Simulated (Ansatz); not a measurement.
**ReBiC4: a short molecular-dynamics run**

A trajectory of ReBiC4, an element-swapped structure with 12 atoms that was not relaxed first: 60 steps of 1 fs at constant energy, with velocities drawn for 1200 K.

Program: Ansatz 0.2.0. Level of theory: DFT PBE, plane waves, PAW, scalar-relativistic, no spin polarisation. These are calculated values, not measurements.

## Step 1: The system as given

The cell holds 12 atoms (C8Bi2Re2): a = 3.804 Å, b = 7.543 Å, c = 5.461 Å, α = 90.00°, β = 90.00°, γ = 75.40°.

As a file:

```xyz
12
Lattice="3.8036 0.0000 0.0000 1.9018 -7.2992 0.0000 0.0000 0.0000 -5.4612" Properties=species:S:1:pos:R:3 pbc="T T T"
Bi    1.9018   -2.6525   -4.0959
Bi    3.8036   -4.6466   -1.3653
Re    1.9018   -6.1036   -4.0959
Re    3.8036   -1.1956   -1.3653
C     0.0000    0.0000    0.0000
C     0.0000    0.0000   -2.7306
C     3.8036   -5.6860   -4.0959
C     1.9018   -1.6131   -1.3653
C     1.9018   -4.7255   -2.8016
C     3.8036   -2.5737   -0.0710
C     3.8036   -2.5737   -2.6596
C     1.9018   -4.7255   -5.3902
```

## Step 2: The run

The input, input.yaml:

```yaml
crystal:
  lattice:
    - [3.80363, 0.0, 0.0]
    - [1.901815, -7.299156, 0.0]
    - [0.0, 0.0, -5.46121]
  atoms:
    - { symbol: Bi, position: [0.3183, 0.3634, 0.75] }
    - { symbol: Bi, position: [0.6817, 0.6366, 0.25] }
    - { symbol: Re, position: [0.0819, 0.8362, 0.75] }
    - { symbol: Re, position: [0.9181, 0.1638, 0.25] }
    - { symbol: C, position: [0.0, 0.0, 0.0] }
    - { symbol: C, position: [0.0, 0.0, 0.5] }
    - { symbol: C, position: [0.6105, 0.779, 0.75] }
    - { symbol: C, position: [0.3895, 0.221, 0.25] }
    - { symbol: C, position: [0.1763, 0.6474, 0.513] }
    - { symbol: C, position: [0.8237, 0.3526, 0.013] }
    - { symbol: C, position: [0.8237, 0.3526, 0.487] }
    - { symbol: C, position: [0.1763, 0.6474, 0.987] }
kpoints:
  mp_grid: { grid: [4, 2, 3] }
magnetization:
  spin_polarized: false
scf:
  occupations: { method: fermi_dirac, width: 0.1 }
hamiltonian:
  pseudopotentials: { kind: paw }
  xc: pbe
basis:
  ecutwfc: 420
md:
  timestep: 1.0
  n_steps: 60
  ensemble: nve
  temperature: 1200.0
  initial_velocities: maxwell_boltzmann
  seed: 185468
```

Run with:

```console
ansatz run input.yaml --threads 2 --pin off --max-ram 2560MiB --backend cpu --events-out ev --progress --plain --runs-dir out
```

What it wrote (excerpt; [...] marks lines left out):

```text
Warning: md: disabling space-group detection — thermal motion breaks the input geometry's symmetry, so no spatial operation reduces the k-mesh or symmetrises the density; time reversal is kept, so that k and −k are solved as one point where they differ and the mesh holds both, and exact [...]
Warning: RAYON_NUM_THREADS=2 ignored (pool sized by the plan → 2); use --threads N
[...]
Pseudopotentials: kind: paw
Pseudopotential: Bi, paw, valence charge 15, recommended cutoff 420 eV (normal), Bi.paw.azcp
Pseudopotential: Re, paw, valence charge 15, recommended cutoff 420 eV (normal), Re.paw.azcp
Pseudopotential: C, paw, valence charge 4, recommended cutoff 420 eV (normal), C.paw.azcp
Functional definition: PBE
[...]
Crystal: 12 atoms, lattice volume = 151.621 Å³
Basis set: ecut = 420 eV, 2961 PW (Γ), exchange–correlation on 54×108×80 points (8 copies of the dense FFT grid, shifted against one another)
Bands: 58, of which v1, the nominal top of the filled ones, is band 46 counted from 1 (45 counted from 0)
Symmetry: 1 space group operations
k-points: 14 of 24 (time reversal used)
[...]
SCF iter   1: F=—  HF=-48506.785097 eV  |F-HF|=—  |Δ(HF+E_count)|=         —  Δρ=9.64e-3  dr2=1.28e-1  ethr=1.77e-3  ⟨swp⟩=6.1  Hψ=3092  notcnv=0
[...]
md step     0: t =     0.00 fs  T =  1200.0 K  F+E_penalty+E_count = -48506.76405379 eV  E_kin = 1.706232 eV  conserved = -48505.05782180 eV  (9 SCF iters)
[...]
md step     2: t =     2.00 fs  T =  1475.3 K  F+E_penalty+E_count = -48507.15730213 eV  E_kin = 2.097603 eV  conserved = -48505.05969945 eV  (8 SCF iters)
[...]
md step     3: t =     3.00 fs  T =  1660.6 K  F+E_penalty+E_count = -48507.42201666 eV  E_kin = 2.361169 eV  conserved = -48505.06084739 eV  (8 SCF iters)
```

## Step 3: The log goes on

Output, continued (excerpt; [...] marks lines left out):

```text
md step     4: t =     4.00 fs  T =  1861.3 K  F+E_penalty+E_count = -48507.70846048 eV  E_kin = 2.646447 eV  conserved = -48505.06201329 eV  (7 SCF iters)
[...]
md step    18: t =    18.00 fs  T =  2455.5 K  F+E_penalty+E_count = -48508.55117959 eV  E_kin = 3.491334 eV  conserved = -48505.05984586 eV  (5 SCF iters)
[...]
md step    32: t =    32.00 fs  T =  2495.9 K  F+E_penalty+E_count = -48508.60660428 eV  E_kin = 3.548834 eV  conserved = -48505.05777065 eV  (4 SCF iters)
[...]
md step    46: t =    46.00 fs  T =  4303.0 K  F+E_penalty+E_count = -48511.16935016 eV  E_kin = 6.118273 eV  conserved = -48505.05107724 eV  (6 SCF iters)
[...]
md step    59: t =    59.00 fs  T =  5293.0 K  F+E_penalty+E_count = -48512.58572495 eV  E_kin = 7.525919 eV  conserved = -48505.05980627 eV  (5 SCF iters)
[...]
md step    60: t =    60.00 fs  T =  5521.7 K  F+E_penalty+E_count = -48512.91580294 eV  E_kin = 7.851100 eV  conserved = -48505.06470265 eV  (7 SCF iters)
SCF converged after 7 iterations
Free energy (F): -48512.915803 eV
[...]
E sigma→0 (E₀):  -48512.844605 eV
Entropy (-TS):   -0.142395 eV (-11.866 meV/atom)
Fermi energy:    13.147903 eV
[...]
--- Forces (eV/Å), atoms counted from 1 ---
  atom   1  Bi     0.25180337     3.63856908    -2.46009323
  atom   2  Bi    -0.05335456    -1.87419099    -0.11354056
  atom   3  Re    -1.28868430     1.17641671    -0.44323790
  atom   4  Re     5.76452770     7.63667146     1.99933751
  atom   5  C     -0.46631001    -1.02803950     0.00451685
  atom   6  C     -0.08824958    -1.21244967    -0.37140812
  atom   7  C      1.63381091     0.54254706     0.66348826
  atom   8  C     -3.95730217    -2.43080651     1.59892480
[...]
--- MD trajectory: 60 steps, t = 0.0 → 60.0 fs ---
  final state: T = 5521.7 K   F+E_penalty+E_count = -48512.91580294 eV   E_kin = 7.851100 eV
  conserved energy: peak-to-peak 2.727e-2 eV (2.273e-3 eV/atom) over 60.0 fs
```

It took 2.1 min on 2 threads of an x86-64 CPU, shared host; peak memory 0.56 GiB.

## Step 4: What the atoms did

One step in 4; energies are changes from step 0; msd is the mean square displacement from the start, the centre of mass held:

```csv
time (fs),T (K),potential energy change (meV/atom),total energy change (meV/atom),msd C (Å²),msd Bi (Å²),msd Re (Å²)
0.0,1200,0.0,0.00,0.000,0.000,0.000
4.0,1861,-78.7,-0.35,0.005,0.000,0.000
8.0,2577,-163.7,-0.57,0.025,0.001,0.001
12.0,2828,-193.5,-0.50,0.066,0.002,0.002
16.0,2621,-168.7,-0.26,0.126,0.003,0.004
20.0,2312,-131.9,-0.14,0.198,0.005,0.006
24.0,2146,-112.2,-0.14,0.276,0.007,0.009
28.0,2160,-113.8,-0.07,0.356,0.010,0.012
32.0,2496,-153.5,0.00,0.438,0.014,0.016
36.0,3252,-243.5,-0.30,0.528,0.019,0.020
40.0,4057,-339.0,-0.42,0.636,0.028,0.024
44.0,4442,-385.4,-1.35,0.757,0.040,0.028
48.0,4695,-414.8,-0.60,0.856,0.056,0.032
52.0,5243,-479.9,-0.87,0.928,0.076,0.036
56.0,4937,-442.7,0.13,1.028,0.101,0.041
60.0,5522,-512.6,-0.57,1.167,0.131,0.045
```

time (fs), T (K) and a bar:
```
      0.0       1200 
      3.0       1661 ###
      5.0       2064 ######
      8.0       2577 ##########
     10.0       2771 ###########
     13.0       2810 ###########
     16.0       2621 ##########
     18.0       2455 #########
     21.0       2255 #######
     23.0       2172 #######
     26.0       2126 ######
     29.0       2205 #######
     31.0       2370 ########
     34.0       2835 ###########
     37.0       3466 ################
     39.0       3868 ###################
     42.0       4387 ######################
     44.0       4442 #######################
     47.0       4421 ######################
     50.0       5208 ############################
     52.0       5243 ############################
     55.0       4962 ##########################
     57.0       4983 ##########################
     60.0       5522 ##############################
```

## Step 5: Positions and forces

Positions (Å) and forces (eV/Å):

```xyz
12
Lattice="3.804 0.000 0.000 1.902 -7.299 0.000 0.000 0.000 -5.461" Properties=species:S:1:pos:R:3:forces:R:3 pbc="T T T" time_fs=8.0 T=2577 dE=-1.9642
Bi    1.915   -2.681   -4.100    0.172    0.417    0.053
Bi    3.788   -4.656   -1.383    0.480   -0.953    0.315
Re    1.909   -6.070   -4.079   -0.575    1.435   -0.083
Re    3.799   -1.178   -1.367    1.765   -2.270   -0.004
C    -0.011   -0.061    0.011    0.125    2.113    2.911
C    -0.091   -0.057   -2.751   -0.091    1.373   -1.763
C     3.760   -5.689   -4.125    0.734   -0.736    0.272
C     1.983   -1.551   -1.301   -2.105    0.436    0.024
C     1.926   -4.545   -2.604   -0.470    0.486   -0.474
C     3.915   -2.759   -0.033   -0.261   -1.552    1.089
C     3.740   -2.709   -2.644    0.242   -2.095   -1.793
C     1.898   -4.663   -5.534   -0.016    1.346   -0.546
12
Lattice="3.804 0.000 0.000 1.902 -7.299 0.000 0.000 0.000 -5.461" Properties=species:S:1:pos:R:3:forces:R:3 pbc="T T T" time_fs=15.0 T=2700 dE=-2.1360
Bi    1.927   -2.704   -4.103    0.462    1.548    0.023
Bi    3.775   -4.667   -1.398    1.120   -3.661    0.527
Re    1.914   -6.037   -4.064   -1.359    2.761   -0.321
Re    3.799   -1.168   -1.368    1.465   -2.644    0.122
C    -0.016   -0.043    0.117    0.267   -0.182   -1.023
C    -0.174   -0.061   -2.825    0.221   -0.277    1.359
C     3.751   -5.721   -4.140    1.341   -0.054    0.303
C     1.976   -1.477   -1.243   -2.055    0.060    0.052
C     1.929   -4.350   -2.433   -0.632    0.221   -1.709
C     4.001   -2.996    0.054   -0.744    0.494   -1.030
C     3.693   -2.919   -2.710    0.523    0.836    0.495
C     1.892   -4.538   -5.694   -0.608    0.896    1.203
12
Lattice="3.804 0.000 0.000 1.902 -7.299 0.000 0.000 0.000 -5.461" Properties=species:S:1:pos:R:3:forces:R:3 pbc="T T T" time_fs=22.0 T=2208 dE=-1.4352
Bi    1.940   -2.724   -4.106    0.520    3.192   -0.080
Bi    3.764   -4.686   -1.412    0.708   -7.236    0.256
Re    1.916   -5.998   -4.050   -1.129    1.517    0.043
Re    3.803   -1.164   -1.369   -0.383   -2.318    0.198
C    -0.010   -0.024    0.193    0.269   -0.754   -2.791
C    -0.247   -0.070   -2.854    0.718   -0.249    2.352
C     3.791   -5.757   -4.145    0.697    0.528   -0.036
C     1.894   -1.400   -1.183   -0.224   -0.174    0.058
C     1.910   -4.147   -2.321   -0.032    0.045   -0.555
C     4.062   -3.216    0.107   -0.117    1.451   -1.101
C     3.666   -3.100   -2.764    0.409    2.832    0.908
C     1.862   -4.376   -5.816   -1.437    1.165    0.750
12
Lattice="3.804 0.000 0.000 1.902 -7.299 0.000 0.000 0.000 -5.461" Properties=species:S:1:pos:R:3:forces:R:3 pbc="T T T" time_fs=30.0 T=2274 dE=-1.5271
Bi    1.956   -2.738   -4.109    0.593    4.223    0.068
Bi    3.754   -4.728   -1.427   -1.299   -9.631   -1.015
Re    1.915   -5.950   -4.034    0.220   -2.160   -0.149
Re    3.806   -1.167   -1.370   -2.724   -2.546    0.875
C     0.008   -0.026    0.162    0.162    1.287   -0.704
C    -0.295   -0.079   -2.791    1.236    1.976   -0.158
C     3.861   -5.770   -4.153   -1.296    1.151   -0.432
C     1.796   -1.321   -1.113    2.227   -0.492   -0.025
C     1.886   -3.913   -2.217    0.161   -0.261    1.008
C     4.134   -3.399    0.118    1.737    1.710   -0.743
C     3.654   -3.173   -2.782    0.273    3.477    1.325
C     1.760   -4.135   -5.920   -1.290    1.266   -0.049
12
Lattice="3.804 0.000 0.000 1.902 -7.299 0.000 0.000 0.000 -5.461" Properties=species:S:1:pos:R:3:forces:R:3 pbc="T T T" time_fs=38.0 T=3672 dE=-3.5197
Bi    1.974   -2.740   -4.113    1.485    4.275    1.713
Bi    3.740   -4.798   -1.445   -2.891   -8.668   -2.645
Re    1.915   -5.908   -4.019    0.424   -3.282   -0.310
Re    3.800   -1.178   -1.367   -2.427   -0.735    0.276
C     0.036    0.031    0.091    0.140    1.800    0.738
C    -0.281    0.002   -2.727    1.264    1.664   -0.778
C     3.872   -5.727   -4.181   -1.650    1.160   -0.347
C     1.800   -1.266   -1.043    1.815   -0.411   -0.055
C     1.867   -3.692   -2.061   -0.117   -0.295    1.731
C     4.279   -3.496    0.089   -1.237    1.733    0.483
C     3.657   -3.075   -2.728    0.150    2.187    2.220
C     1.608   -3.831   -6.035    3.043    0.573   -3.025
12
Lattice="3.804 0.000 0.000 1.902 -7.299 0.000 0.000 0.000 -5.461" Properties=species:S:1:pos:R:3:forces:R:3 pbc="T T T" time_fs=45.0 T=4348 dE=-4.4821
Bi    1.993   -2.731   -4.111    1.872    3.148    2.943
Bi    3.721   -4.880   -1.467   -1.968   -5.177   -2.223
Re    1.915   -5.879   -4.006   -0.726   -1.872   -0.974
Re    3.789   -1.189   -1.365   -0.922    2.846    0.195
C     0.065    0.152    0.052   -0.045    0.517    0.311
C    -0.217    0.140   -2.698    0.974   -0.325    0.625
C     3.818   -5.641   -4.220   -0.145    0.880    0.099
C     1.879   -1.235   -0.985    0.574   -0.200   -0.201
C     1.862   -3.510   -1.894    4.697   -0.497  -12.407
C     4.363   -3.517    0.089   -2.776    0.225    1.570
C     3.664   -2.897   -2.596   -0.346    0.289    1.147
C     1.569   -3.534   -6.225   -1.189    0.166    8.916
12
Lattice="3.804 0.000 0.000 1.902 -7.299 0.000 0.000 0.000 -5.461" Properties=species:S:1:pos:R:3:forces:R:3 pbc="T T T" time_fs=52.0 T=5243 dE=-5.7592
Bi    2.016   -2.715   -4.104    2.132    3.415    1.748
Bi    3.697   -4.974   -1.494   -0.738   -2.519   -1.190
Re    1.914   -5.856   -3.996   -1.654    0.662   -0.960
Re    3.775   -1.194   -1.361    2.273    6.563    0.957
C     0.092    0.294    0.027   -0.384   -0.553    0.099
C    -0.116    0.264   -2.645    0.296   -1.998    1.504
C     3.759   -5.520   -4.256    1.504    0.713    0.313
C     1.980   -1.214   -0.933   -1.246   -0.614    0.521
C     1.997   -3.359   -2.053    1.818   -2.269    2.084
C     4.338   -3.523    0.141   -1.526   -0.407   -0.898
C     3.655   -2.713   -2.421   -2.188   -3.441   -1.164
C     1.526   -3.227   -6.213   -0.285    0.447   -3.013
12
Lattice="3.804 0.000 0.000 1.902 -7.299 0.000 0.000 0.000 -5.461" Properties=species:S:1:pos:R:3:forces:R:3 pbc="T T T" time_fs=60.0 T=5522 dE=-6.1517
Bi    2.049   -2.687   -4.092    0.252    3.639   -2.460
Bi    3.669   -5.088   -1.528   -0.053   -1.874   -0.114
Re    1.907   -5.827   -3.987   -1.289    1.176   -0.443
Re    3.767   -1.178   -1.354    5.765    7.637    1.999
C     0.106    0.433    0.003   -0.466   -1.028    0.005
C     0.014    0.322   -2.524   -0.088   -1.212   -0.371
C     3.759   -5.348   -4.281    1.634    0.543    0.663
C     2.025   -1.226   -0.842   -3.957   -2.431    1.599
C     2.275   -3.294   -2.214    0.423   -3.372    6.977
C     4.246   -3.541    0.160    0.316    0.562   -1.497
C     3.536   -2.669   -2.282   -1.803   -4.259   -2.537
C     1.433   -2.851   -6.244   -0.732    0.620   -3.821
```

## Step 6: Summary of results

```
                             quantity                             value
                               length                  60 steps of 1 fs
     temperature, first and last step                   1200 and 5522 K
             temperature, second half  mean 4226 K, from 2274 to 5522 K
        potential energy, second half      -359 meV/atom from the start
   largest change of the total energy                     1.71 meV/atom
mean square displacement, second half    C 0.766, Bi 0.053, Re 0.029 Å²
```

What this shows: The temperature starts at 1200 K and averages 4226 K in the second half, where it still rises, from 2274 to 5522 K; the start was no minimum (force components up to 4.0 eV/Å), and the potential energy that it sheds (359 meV/atom) turns into motion. The total energy strays from its start by at most 1.71 meV/atom, 0.4 % of the mean kinetic energy, which is good for a step of 1 fs. By the end 2 of 12 atoms (2 C) stand more than 1.32 Å from where they began, which a hop or a large turn of a group can both give. Averages from a run of 60 fs with 12 atoms are rough.
